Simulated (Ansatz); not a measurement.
**HBr: properties at the relaxed cell**

The task here is to estimate one member of a computed series from the others.

Program: Ansatz 0.2.0. Level of theory: DFT PBEsol, scalar-relativistic, plane waves, PAW. These are calculated values, not measurements.

2 further runs of the same task are left out: 2 set aside as unsound or not needed.

### The system as given

The structure is tetragonal, space group I4/mmm (No. 139). Conventional cell: a = 5.446 Å, b = 5.446 Å, c = 3.342 Å, α = 90.00°, β = 90.00°, γ = 90.00°. H (site symmetry 4/mmm) is surrounded by 2 Br at 1.67 Å. Br (site symmetry 4/mmm) is surrounded by 2 H at 1.67 Å.

Structure file:

```
H Br
1.0
     0.00000    3.85072    3.85096
     1.67115    0.00000    3.85096
     1.67115    3.85072    0.00000
H Br
1 1
Direct
  0.00000 0.00000 0.00000
  0.50000 0.50000 0.50000
```

This cell was relaxed beforehand with the same method: volume 24.78 Å³/atom, gap on the mesh 1.44 eV.

The first run:

Input file input.yaml:

```yaml
crystal:
  lattice:
    - [0.0, 3.8507215654, 3.8509621943]
    - [1.6711513902, 0.0, 3.8509621943]
    - [1.6711513902, 3.8507215654, 0.0]
  atoms:
    - { symbol: H, position: [0.0, 0.0, 0.0] }
    - { symbol: Br, position: [0.5, 0.5, 0.5] }
basis:
  ecutwfc: 420
kpoints:
  mp_grid: { grid: [10, 10, 10] }
  band_path:
    path:
      - [[0.0, 0.0, 0.0], [-0.49996876, 1.562e-05, -0.49998438], [6.249e-05, 0.50003124, -0.49996876], [0.0, 0.0, 0.0], [0.0, 0.34416515, 0.34416515]]
      - [[6.249e-05, 0.65586609, -0.34413391], [6.249e-05, 0.50003124, -0.49996876]]
      - [[-0.49996876, 1.562e-05, -0.49998438], [-0.49996876, 0.25001562, -0.24998438], [3.124e-05, 0.50001562, 1.562e-05], [0.0, 0.0, 0.0]]
    npoints: 14
hamiltonian:
  xc: pbesol
scf:
  occupations: { method: gaussian, width: 0.02 }
  n_extra_bands: 6
output:
  forces: true
  stress: true
  eigenvalues: true
  populations: true
  dos: { projected: true, de: 0.02, nscf_kmesh: { grid: [15, 15, 15] } }
  bader: true
  write_density: true
  write_potential: true
  elf: true
  volumetric_format: npy
```

Started as:

```
ansatz run input.yaml --threads 1 --pin off --max-ram 2560MiB --backend cpu --events-out ev --progress --plain --runs-dir out
```

Among the steps run: Bands, states and charges; Seeking the band edges over the whole zone; Eigenvalues a small step from each edge; Volume × 0.97; Volume × 1.03; The cell scaled to 0.94 of its volume; The cell scaled to 1.06 of its volume.

One of the session's tables, all rows but one given; the rest of the session is left out.

It belongs to the step «Fit of the equation of state». 

| volume (Å³/atom) | energy above the lowest point (meV/atom) | pressure (GPa) | gap on the mesh (eV) |
| --- | --- | --- | --- |
| 23.295 | 0.7 | 0.16 | 1.34 |
| 24.038 | 0.2 | 0.08 | 1.39 |
| 24.781 | 0.0 | 0.00 | 1.44 |
| 25.525 | ? | ? | ? |
| 26.268 | 0.3 | -0.06 | 1.52 |

Q: Estimate the row for volume (Å³/atom) = 25.525 from the others.

Worked estimate for «energy above the lowest point (meV/atom)». A straight line through the neighbours (24.781, 0.0) and (26.268, 0.3) gives 0.0 + (0.3 − 0.0) × (25.525 − 24.781) / (26.268 − 24.781) = 0.2; a parabola fitted to 3 rows on both sides gives 0.0.

**Answer.** energy above the lowest point (meV/atom): 0.1; pressure (GPa): -0.03; gap on the mesh (eV): 1.49. In «energy above the lowest point (meV/atom)» the line misses by +0.1 and the parabola by -0.1.

Caveats from the session: Warnings in the runs' records: near symmetry operations not taken.
